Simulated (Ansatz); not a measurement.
# BrH3SeSi: small, medium and large basis sets

One table from this session's results is given with a row withheld; the runs are named, their logs left out.

Computed with Ansatz 0.2.0, Gaussian basis. Level: one geometry, several basis sets.

The runs, in order: PBE0-D4/def2-SVP; ωB97M-V/def2-SVP; PBE0-D4/def2-QZVPP; ωB97M-V/def2-QZVPP; the functionals' def2-TZVPP values are taken from earlier runs.

## The geometry

The geometry comes from an earlier relaxation with PBE0-D4 in a triple-zeta def2 set; it is a stationary point.

SMILES `[SeH][SiH2]Br`, 6 atoms, charge 0, spin multiplicity 1.

Atoms are counted from 1 here; the program's logs count them from 0.

Bond lengths: Se1–Si2 2.263 Å, Se1–H4 1.469 Å, Si2–Br3 2.221 Å, Si2–H5 1.479 Å, Si2–H6 1.479 Å. Angles: Si2–Se1–H4 92.5°, Se1–Si2–Br3 113.4°, Se1–Si2–H5 111.1°, Se1–Si2–H6 105.5°, Br3–Si2–H5 106.5°, Br3–Si2–H6 108.3°, H5–Si2–H6 112.0°.

Geometry (Å):

```xyz
6

Se   -1.2716   -1.3031   -0.1492
Si    0.4394    0.1051    0.3090
Br   -0.1756    2.2367    0.4136
H    -1.3806   -0.8242   -1.5336
H     1.4911    0.0205   -0.7269
H     0.9396   -0.2990    1.6408
```

Set-up of the first run:

File in.yaml:

```yaml
crystal:
  periodic: [false, false, false]
  atoms:
    - {symbol: Se, position_ang: [-1.271578, -1.303086, -0.149156]}
    - {symbol: Si, position_ang: [0.439357, 0.105064, 0.309048]}
    - {symbol: Br, position_ang: [-0.175592, 2.236744, 0.413643]}
    - {symbol: H, position_ang: [-1.380620, -0.824212, -1.533646]}
    - {symbol: H, position_ang: [1.491062, 0.020523, -0.726909]}
    - {symbol: H, position_ang: [0.939572, -0.299031, 1.640820]}
basis:
  gaussian: {orbitals: def2-SVP}
hamiltonian: {xc: pbe0, dispersion: d4}
output: {orbitals: {seedname: orbitals}}
```

Launch:

```sh
$ ansatz run in.yaml --threads 2 --pin off --events-out ev --progress --plain --max-ram 4352MiB
```

Among the steps run: PBE0-D4 in def2-SVP; ωB97M-V in def2-SVP; PBE0-D4 in def2-QZVPP; ωB97M-V in def2-QZVPP.

One of the session's tables, all rows but one given; the rest of the session is left out.

It belongs to the step «Density functionals: the series». 

```
functional       basis  HOMO (eV)
   PBE0-D4    def2-SVP      -7.35
   PBE0-D4  def2-TZVPP      -7.44
   PBE0-D4  def2-QZVPP      -7.46
   ωB97M-V    def2-SVP      -9.47
   ωB97M-V  def2-TZVPP          ?
   ωB97M-V  def2-QZVPP      -9.60
```

Estimate the missing values for ωB97M-V, def2-TZVPP.

The run gave: HOMO (eV): -9.58. In the column «HOMO (eV)» it lies between ωB97M-V, def2-QZVPP (-9.60) and ωB97M-V, def2-SVP (-9.47).
